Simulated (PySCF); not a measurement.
# Si2H4Cl2O (SMILES O[SiH2][SiH](Cl)Cl) at 5 levels

Aim: a comparison of 5 runs (HF/STO-3G, HF/3-21G, HF/def2-SVP, B3LYP/6-31G*, PBE0/def2-SVP) of Si2H4Cl2O. 

The results are computed with PySCF 2.14.0.

## 1. The system as given

Si2H4Cl2O: 9 atoms, total charge 0, spin state singlet. As SMILES, `O[SiH2][SiH](Cl)Cl`. Geometry: relaxed at PBE0-D4/def2-TZVP. This is one conformer, not always the lowest.

Bond lengths: O1–Si2 1.648 Å, Si2–Si3 2.346 Å, Si3–Cl4 2.053 Å, Si3–Cl5 2.064 Å, O1–H6 0.959 Å, Si2–H7 1.482 Å, Si2–H8 1.489 Å, Si3–H9 1.481 Å. Some angles: O1–Si2–Si3 109.7°, Si2–Si3–Cl4 110.1°, Si2–Si3–Cl5 105.9°, Cl4–Si3–Cl5 109.5°, O1–Si2–H7 106.6°, O1–Si2–H8 112.7°, Si3–Si2–H7 111.3°, Si3–Si2–H8 106.6°, Si2–O1–H6 117.2°, Si2–Si3–H9 117.6°.

## 2. Energy and forces at HF/STO-3G (run 1)

File input.py:

```python
import pyscf.grad
from pyscf import gto

system = gto.Mole()
system.atom = '''
O       -0.674300       0.688000       1.846900
Si       0.587600       0.168900       0.923200
Si      -0.104600      -0.059200      -1.306800
Cl       1.266000      -1.166000      -2.360000
Cl      -1.902000      -1.072200      -1.239200
H       -1.490700       0.187000       1.795400
H        1.655000       1.188700       1.054300
H        1.102000      -1.162200       1.347800
H       -0.350300       1.180500      -2.078700
'''
system.spin = 0
system.basis = 'sto-3g'
system.verbose = 4
system.max_memory = 1860
system.charge = 0
system.build()

myscf = system.RHF()
myscf.conv_tol = 1e-10
myscf.kernel()
if not myscf.converged:
    myscf = myscf.newton().run(myscf.mo_coeff, myscf.mo_occ)

e_final = myscf.e_tot
print('E(%s) = %.9f' % ('HF', e_final))
grad = myscf.Gradients().kernel()
dip = myscf.dip_moment()
pop, q = myscf.mulliken_pop()
```

Command:

```
$ OMP_NUM_THREADS=1 python input.py
```

The log of the run:

```text
PySCF version 2.14.0

[... 61 lines left out ...]
converged SCF energy = -1556.670070446
[... 12 lines left out ...]
Dipole moment(X, Y, Z, Debye):  0.63377,  1.93033,  1.65833
[... 16 lines left out ...]
pop of  2 Si 2s           1.98766
pop of  2 Si 3s           1.28388
pop of  2 Si 2px          1.95989
pop of  2 Si 2py          1.96291
pop of  2 Si 2pz          1.96678
pop of  2 Si 3px          0.56654
pop of  2 Si 3py          0.68783
pop of  2 Si 3pz          0.88129
pop of  3 Cl 1s           1.99998
pop of  3 Cl 2s           1.99903
pop of  3 Cl 3s           1.98283
pop of  3 Cl 2px          1.99547
pop of  3 Cl 2py          1.99709
pop of  3 Cl 2pz          1.99736
pop of  3 Cl 3px          1.72844
pop of  3 Cl 3py          1.82871
pop of  3 Cl 3pz          1.84215
pop of  4 Cl 1s           1.99998
pop of  4 Cl 2s           1.99905
pop of  4 Cl 3s           1.98284
pop of  4 Cl 2px          1.99298
pop of  4 Cl 2py          1.99758
pop of  4 Cl 2pz          1.99959
pop of  4 Cl 3px          1.57766
pop of  4 Cl 3py          1.85775
pop of  4 Cl 3pz          1.97673
pop of  5 H 1s            0.81029
pop of  6 H 1s            1.13450
pop of  7 H 1s            1.14308
pop of  8 H 1s            1.10508
 ** Mulliken atomic charges  **
charge of    0O =     -0.48247
charge of    1Si =      0.72705
charge of    2Si =      0.70358
charge of    3Cl =     -0.37106
charge of    4Cl =     -0.38415
charge of    5H =      0.18971
charge of    6H =     -0.13450
charge of    7H =     -0.14308
charge of    8H =     -0.10508
```

Run time: 3.6 s. Hardware: 1 thread of Intel Xeon at 2.70GHz, shared host; peak memory 0.12 GiB.

## 3. Energy and forces at HF/3-21G (run 2)

File geometry.xyz:

```xyz
9
Cl2H4OSi2
O     -0.674300     0.688000     1.846900
Si     0.587600     0.168900     0.923200
Si    -0.104600    -0.059200    -1.306800
Cl     1.266000    -1.166000    -2.360000
Cl    -1.902000    -1.072200    -1.239200
H     -1.490700     0.187000     1.795400
H      1.655000     1.188700     1.054300
H      1.102000    -1.162200     1.347800
H     -0.350300     1.180500    -2.078700
```

File job.py:

```python
# O[SiH2][SiH](Cl)Cl
import pyscf.grad
from pyscf import gto

molecule = gto.M(
    atom='geometry.xyz',
    spin=0,
    basis='3-21g',
    verbose=4,
    max_memory=1860,
    charge=0,
)

mf = molecule.RHF()
mf.conv_tol = 1e-10
mf.kernel()
if not mf.converged:
    mf = mf.newton().run(mf.mo_coeff, mf.mo_occ)

e_final = mf.e_tot
print('E = %.10f Eh' % e_final)
grad = mf.Gradients().kernel()
mf.analyze()
```

Command:

```
$ OMP_NUM_THREADS=1 python job.py
```

The log of the run:

```text
PySCF version 2.14.0

[... 81 lines left out ...]
Two-electron Coulomb Energy =         1131.761179752609451
[... 8 lines left out ...]
MO #6   energy= -10.5176005854867  occ= 2
[... 6 lines left out ...]
MO #13  energy= -7.975331928746    occ= 2
[... 6 lines left out ...]
MO #20  energy= -4.26654138053132  occ= 2
[... 6 lines left out ...]
MO #27  energy= -0.65844324056463  occ= 2
[... 6 lines left out ...]
MO #34  energy= -0.484249176962235 occ= 2
[... 6 lines left out ...]
MO #41  energy= 0.188389204554786  occ= 0
[... 6 lines left out ...]
MO #48  energy= 0.456779511625423  occ= 0
[... 6 lines left out ...]
MO #55  energy= 0.768078854749157  occ= 0
[... 6 lines left out ...]
MO #62  energy= 1.25548192233286   occ= 0
[... 6 lines left out ...]
MO #69  energy= 3.1037794312457    occ= 0
[... 42 lines left out ...]
pop of  3 Cl 2py          1.99992
pop of  3 Cl 2pz          1.99992
pop of  3 Cl 3px          1.75281
pop of  3 Cl 3py          1.82744
pop of  3 Cl 3pz          1.84940
pop of  3 Cl 4px          0.00144
pop of  3 Cl 4py          0.00169
pop of  3 Cl 4pz          0.00344
pop of  4 Cl 1s           1.99999
pop of  4 Cl 2s           1.99969
pop of  4 Cl 3s           1.86908
pop of  4 Cl 4s           0.00373
pop of  4 Cl 2px          1.99989
pop of  4 Cl 2py          1.99992
pop of  4 Cl 2pz          1.99993
pop of  4 Cl 3px          1.63769
pop of  4 Cl 3py          1.85197
pop of  4 Cl 3pz          1.95666
pop of  4 Cl 4px          0.00168
pop of  4 Cl 4py          0.00170
pop of  4 Cl 4pz          0.00339
pop of  5 H 1s            0.67682
pop of  5 H 2s            0.01102
pop of  6 H 1s            1.08887
pop of  6 H 2s            0.00214
pop of  7 H 1s            1.10982
pop of  7 H 2s            0.00370
pop of  8 H 1s            1.06763
pop of  8 H 2s            0.00322
 ** Mulliken atomic charges  **
charge of    0O =     -0.68669
charge of    1Si =      0.70501
charge of    2Si =      0.57502
charge of    3Cl =     -0.30481
charge of    4Cl =     -0.32531
charge of    5H =      0.31216
charge of    6H =     -0.09101
charge of    7H =     -0.11352
charge of    8H =     -0.07085
Dipole moment(X, Y, Z, Debye):  0.22483,  1.34666,  1.28925
```

Wall time 4.2 s (1 thread of Intel Xeon at 2.70GHz, shared host); peak memory 0.14 GiB.

Runs 3 to 4 aren't shown in full; the table further down has their settings and results.

## 4. Energy and gradient at PBE0/def2-SVP (run 5)

File run.py:

```python
import pyscf.grad
from pyscf import gto, dft

mol = gto.M(
    atom='''
O     -0.674300     0.688000     1.846900
Si     0.587600     0.168900     0.923200
Si    -0.104600    -0.059200    -1.306800
Cl     1.266000    -1.166000    -2.360000
Cl    -1.902000    -1.072200    -1.239200
H     -1.490700     0.187000     1.795400
H      1.655000     1.188700     1.054300
H      1.102000    -1.162200     1.347800
H     -0.350300     1.180500    -2.078700
''',
    basis='def2-svp',
    spin=0,
    charge=0,
    max_memory=1860,
    verbose=3,
)

mf = dft.RKS(mol)
mf.xc = 'pbe0'
mf.grids.level = 5
mf.conv_tol = 1e-10
mf.kernel()
if not mf.converged:
    mf = mf.newton().run(mf.mo_coeff, mf.mo_occ)

e_final = mf.e_tot
print('Final energy', e_final)
grad = mf.Gradients().kernel()
dip = mf.dip_moment()
pop, q = mf.mulliken_pop()
```

Command:

```
$ OMP_NUM_THREADS=1 python run.py
```

The log of the run:

```text
converged SCF energy = -1575.98869737975
Final energy -1575.9886973797538
[... 8 lines left out ...]
Dipole moment(X, Y, Z, Debye): -0.31780,  0.34116,  0.62478
[... 77 lines left out ...]
pop of  4 Cl 3py          0.72843
pop of  4 Cl 3pz          0.75285
pop of  4 Cl 4px          0.95711
pop of  4 Cl 4py          1.09257
pop of  4 Cl 4pz          1.16470
pop of  4 Cl 3dxy         0.00713
pop of  4 Cl 3dyz         0.00117
pop of  4 Cl 3dz^2        0.00285
pop of  4 Cl 3dxz         0.00337
pop of  4 Cl 3dx2-y2      0.00519
pop of  5 H 1s            0.67123
pop of  5 H 2s            0.05586
pop of  5 H 2px           0.03169
pop of  5 H 2py           0.02291
pop of  5 H 2pz           0.01800
pop of  6 H 1s            0.73333
pop of  6 H 2s            0.32524
pop of  6 H 2px           0.00448
pop of  6 H 2py           0.00426
pop of  6 H 2pz           0.00104
pop of  7 H 1s            0.73323
pop of  7 H 2s            0.33162
pop of  7 H 2px           0.00166
pop of  7 H 2py           0.00665
pop of  7 H 2pz           0.00157
pop of  8 H 1s            0.73193
pop of  8 H 2s            0.29333
pop of  8 H 2px           0.00097
pop of  8 H 2py           0.00629
pop of  8 H 2pz           0.00329
 ** Mulliken atomic charges  **
charge of    0O =     -0.40156
charge of    1Si =      0.43949
charge of    2Si =      0.44269
charge of    3Cl =     -0.24119
charge of    4Cl =     -0.26085
charge of    5H =      0.20031
charge of    6H =     -0.06836
charge of    7H =     -0.07472
charge of    8H =     -0.03581
```

Run time: 68 s. Hardware: 1 thread of Intel Xeon at 2.70GHz, shared host; peak memory 1.1 GiB.

## 5. Overview of the runs

```csv
run,level,Cartesian functions,integration grid,energy (Eh),dipole moment (D),HOMO energy (eV),LUMO energy (eV),wall time
1,HF/STO-3G,no,–,-1556.670070,2.62,-8.75,7.68,3.6 s
2,HF/3-21G,no,–,-1566.260650,1.88,-11.17,2.04,4.2 s
3,HF/def2-SVP,no,–,-1573.662519,0.71,-10.88,2.74,20 s
4,B3LYP/6-31G* (Cartesian functions),yes,5,-1577.137991,1.05,-7.75,-1.03,84 s
5,PBE0/def2-SVP,no,5,-1575.988697,0.78,-7.88,-0.70,68 s
```

## 6. Outcome

```
                       quantity           value
            run 5: total energy  -1575.98870 Eh
           run 5: dipole moment          0.78 D
             run 5: HOMO energy        -7.88 eV
             run 5: LUMO energy        -0.70 eV
           run 5: HOMO–LUMO gap         7.18 eV
run 5: largest force on an atom      0.558 eV/Å
```

**Reading.** The dipole moment (its size) runs from 0.71 D (HF/def2-SVP) to 2.62 D (HF/STO-3G). The HOMO–LUMO gap runs from 6.72 eV (B3LYP/6-31G*) to 16.43 eV (HF/STO-3G). The two ends differ in method and basis. Totals of different functionals can't be ranked against each other. In run 1 the basis is minimal, so the values are rough. All runs together took 3 min, the longest 84 s.
